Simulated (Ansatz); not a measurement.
# AlGeH4Cl (SMILES [Cl][AlH][GeH3]) at 6 levels

Wanted: a comparison of 6 runs (HF/def2-SVP, B3LYP/6-31G*, B2PLYP/def2-SVP, r2SCAN/def2-SVP, revPBE/def2-SVP) of AlGeH4Cl. 

The results are computed with Ansatz 0.2.0.

68 further runs of the same task are left out: 68 set aside as unsound or not needed.

## 1. The molecule

The species is AlGeH4Cl (7 atoms), meant as a singlet with charge 0. As SMILES, `[Cl][AlH][GeH3]`. One bond was lengthened or shortened from a relaxed shape.

Bond lengths: Cl1–Al2 2.102 Å, Al2–Ge3 2.838 Å, Al2–H4 1.580 Å, Ge3–H5 1.540 Å, Ge3–H6 1.540 Å, Ge3–H7 1.540 Å. Angles: Cl1–Al2–Ge3 116.8°, Cl1–Al2–H4 116.5°, Ge3–Al2–H4 126.7°, Al2–Ge3–H5 111.0°, Al2–Ge3–H6 111.0°, Al2–Ge3–H7 112.3°, H5–Ge3–H6 107.2°, H5–Ge3–H7 107.6°, H6–Ge3–H7 107.6°.

## 2. A single-point energy at HF/def2-SVP (run 1)

Contents of run.yaml:

```yaml
basis:
  gaussian:
    orbitals: def2-SVP
crystal:
  periodic: [false, false, false]
  atoms:
    - symbol: Cl
      position_ang: [-2.638288, -1.868407, -0.091227]
    - symbol: Al
      position_ang: [-0.564388, -1.655907, 0.180173]
    - symbol: Ge
      position_ang: [0.501100, 0.959800, -0.093300]
    - symbol: H
      position_ang: [0.240512, -2.973207, 0.515673]
    - symbol: H
      position_ang: [0.225700, 1.522500, -1.499900]
    - symbol: H
      position_ang: [-0.144000, 1.926400, 0.916800]
    - symbol: H
      position_ang: [2.023700, 0.997300, 0.133100]
hamiltonian:
  xc: hf
accuracy: high
output: {orbitals: {seedname: orbitals}}
```

Run with:

```console
$ ansatz run run.yaml --threads 1 --pin off --max-ram 3480MiB --events-out events.jsonl --progress --plain --runs-dir runs
```

The program printed:

```text
Warning: RAYON_NUM_THREADS=1 ignored (pool sized by the plan → 1); use --threads N
Functional definition: HF
  name "HF"
  exchange = exact_x
  correlation = 0
1749 factors; integrals over basis functions are off by at most 5.9e-9 eV
mean field evaluation 1: about -75610.5687 eV, gradient 1.5e1 eV
mean field evaluation 2: about -75610.6018 eV, gradient 1.6e1 eV
mean field evaluation 4: about -75611.7587 eV, gradient 1.7e0 eV
mean field evaluation 8: about -75611.7761 eV, gradient 1.2e-1 eV
mean field -75611.77611759 eV, -2778.6815208188 hartree, gradient 7.4e-8 eV, S^2 0.000000; 0 other end points of the search recorded, 0 dependent functions left out
reference -75611.77611759 eV, -2778.6815208188 hartree; 33, 33 occupied and 55, 55 virtual orbitals, 1749 factors
Total energy: -75611.77611759 eV, -2778.6815208188 hartree
```

Run time: 1.6 s. Hardware: 1 thread of Intel Xeon 6975P-C (Granite Rapids), shared host; peak memory 0.26 GiB.

## 3. The energy at B3LYP/6-31G(d) (spherical functions) (run 2)

Contents of job.yaml:

```yaml
crystal:
  periodic: [false, false, false]
  atoms:
    - {symbol: Cl, position_ang: [-2.638288, -1.868407, -0.091227]}
    - {symbol: Al, position_ang: [-0.564388, -1.655907, 0.180173]}
    - {symbol: Ge, position_ang: [0.501100, 0.959800, -0.093300]}
    - {symbol: H, position_ang: [0.240512, -2.973207, 0.515673]}
    - {symbol: H, position_ang: [0.225700, 1.522500, -1.499900]}
    - {symbol: H, position_ang: [-0.144000, 1.926400, 0.916800]}
    - {symbol: H, position_ang: [2.023700, 0.997300, 0.133100]}
basis:
  gaussian: {orbitals: 6-31G_st_-spherical.json}
hamiltonian: {xc: {name: B3LYP}}
output: {orbitals: {seedname: orbitals}}
accuracy: high
```

The basis set 6-31G* is read from a file made from the Basis Set Exchange's data (not shown).

Run with:

```console
$ ansatz run job.yaml --threads 1 --pin off --max-ram 3480MiB --events-out events.jsonl --progress --plain --runs-dir runs
```

The program printed:

```text
Warning: RAYON_NUM_THREADS=1 ignored (pool sized by the plan → 1); use --threads N
Functional definition: B3LYP
  name "B3LYP"
  parameter a0 = 0.2
  parameter ax = 0.72
  parameter ac = 0.81
  exchange = (1 - a0 - ax)*slater_x + ax*b88_x + a0*exact_x
  correlation = (1 - ac)*vwn_rpa_c + ac*lyp_c
1556 factors; integrals over basis functions are off by at most 1.1e-8 eV
mean field evaluation 1: about -75696.7310 eV, gradient 1.9e1 eV
mean field evaluation 2: about -75696.8408 eV, gradient 1.8e1 eV
mean field evaluation 4: about -75697.7239 eV, gradient 4.5e-1 eV
mean field evaluation 8: about -75697.8086 eV, gradient 6.3e-2 eV
mean field evaluation 16: about -75697.8086 eV, gradient 1.8e-6 eV
mean field -75697.80861955 eV, -2781.8431569510 hartree, gradient 8.3e-8 eV, S^2 0.000000; 0 other end points of the search recorded, 0 dependent functions left out
reference -75697.80866586 eV, -2781.8431586529 hartree; 33, 33 occupied and 43, 43 virtual orbitals, 1556 factors
Total energy: -75697.80866586 eV, -2781.8431586529 hartree
```

Wall time 4.5 s (1 thread of Intel Xeon 6975P-C (Granite Rapids), shared host); peak memory 0.27 GiB.

Runs 3 to 5 aren't shown in full; the table further down has their settings and results.

## 4. The energy at revPBE/def2-SVP (run 6)

Contents of run.yaml:

```yaml
crystal:
  periodic: [false, false, false]
  atoms:
    - {symbol: Cl, position_ang: [-2.638288, -1.868407, -0.091227]}
    - {symbol: Al, position_ang: [-0.564388, -1.655907, 0.180173]}
    - {symbol: Ge, position_ang: [0.501100, 0.959800, -0.093300]}
    - {symbol: H, position_ang: [0.240512, -2.973207, 0.515673]}
    - {symbol: H, position_ang: [0.225700, 1.522500, -1.499900]}
    - {symbol: H, position_ang: [-0.144000, 1.926400, 0.916800]}
    - {symbol: H, position_ang: [2.023700, 0.997300, 0.133100]}
basis:
  gaussian: {orbitals: def2-SVP}
total_charge: 0
hamiltonian: {xc: {name: revPBE}}
accuracy: high
output: {orbitals: {seedname: orbitals}}
```

Run with:

```console
$ ansatz run run.yaml --threads 1 --pin off --max-ram 3480MiB --events-out events.jsonl --progress --plain --runs-dir runs
```

The program printed:

```text
Warning: RAYON_NUM_THREADS=1 ignored (pool sized by the plan → 1); use --threads N
Functional definition: revPBE
  name "revPBE"
  parameter kappa = 1.245
  parameter beta = 0.06672455060314922
  exchange = pbe_x(kappa = kappa, mu = beta*pi^2/3)
  correlation = pbe_c(beta = beta)
1749 factors; integrals over basis functions are off by at most 5.9e-9 eV
mean field evaluation 1: about -75681.3839 eV, gradient 2.5e1 eV
mean field evaluation 2: about -75681.3452 eV, gradient 2.5e1 eV
mean field evaluation 4: about -75682.9790 eV, gradient 1.2e0 eV
mean field evaluation 8: about -75682.9772 eV, gradient 2.6e-2 eV
mean field evaluation 16: about -75682.9772 eV, gradient 9.1e-7 eV
mean field -75682.97721284 eV, -2781.2981128074 hartree, gradient 6.0e-8 eV, S^2 0.000000; 0 other end points of the search recorded, 0 dependent functions left out
reference -75682.97721752 eV, -2781.2981129795 hartree; 33, 33 occupied and 55, 55 virtual orbitals, 1749 factors
Total energy: -75682.97721752 eV, -2781.2981129795 hartree
```

Wall time 3.3 s (1 thread of Intel Xeon 6975P-C (Granite Rapids), shared host); peak memory 0.22 GiB.

## 5. All runs side by side

```tsv
run	level	Cartesian functions	frozen core orbitals	energy (Eh)	HOMO energy (eV)	LUMO energy (eV)	HOMO–LUMO gap (eV)	wall time
1	HF/def2-SVP	no	–	-2778.681521	-9.60	0.89	10.49	1.6 s
2	B3LYP/6-31G* (spherical functions)	no	–	-2781.843159	-7.09	-2.04	5.04	4.5 s
3	B3LYP/6-31G* (Cartesian functions)	yes	–	-2781.852893	-7.09	-2.04	5.05	4.8 s
4	B2PLYP/def2-SVP	no	19	-2780.944266	-8.12	-0.80	7.32	6.9 s
5	r2SCAN/def2-SVP	no	–	-2781.536007	-6.57	-2.38	4.19	6.6 s
6	revPBE/def2-SVP	no	–	-2781.298113	-6.26	-2.50	3.76	3.3 s
```

## 6. Summary of results

```
            quantity           value
 run 6: total energy  -2781.29811 Eh
  run 6: HOMO energy        -6.26 eV
  run 6: LUMO energy        -2.50 eV
run 6: HOMO–LUMO gap         3.76 eV
```

In words: The HOMO–LUMO gap runs from 3.76 eV (revPBE/def2-SVP) to 10.49 eV (HF/def2-SVP). Exact exchange widens orbital gaps. Totals of different functionals can't be ranked against each other. All runs together took 28 s, the longest 6.9 s.
